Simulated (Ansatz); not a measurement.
Crystal: NaCu.

```
Na Cu
1.0
     2.94224    0.00000    0.00000
     0.00000    2.94224    0.00000
     0.00000    0.00000    4.04091
Na Cu
1 1
Direct
  0.00000 0.00000 0.00000
  0.50000 0.50000 0.50000
```

The cell was built by a generator and needn't be a form met in nature.

Base run:

```yaml
Program: Ansatz 0.2.0
Functional: PBEsol
Potentials_or_basis: Ansatz PAW
Cutoff: "420 eV (not typed: the program's choice for these potentials)"
k_mesh: 9 × 9 × 7
Occupations: fermi-dirac, width 0.05 eV
Spin: no spin polarisation
```

Its results: band gap on the k mesh none (metal or under the smearing width); pressure 0.7 GPa.

Task: The run is repeated on the same cell with these changes: functional from PBEsol to revPBE. What comes out?

Result: Band gap on the k mesh none (metal or under the smearing width); pressure 4.9 GPa.

revPBE binds less tightly than PBEsol, so the same cell stands under more pressure.

Caveats: the PAW data sets come from PBE, with cores solved anew for the run's functional, which leaves a small shift of forces and pressure.
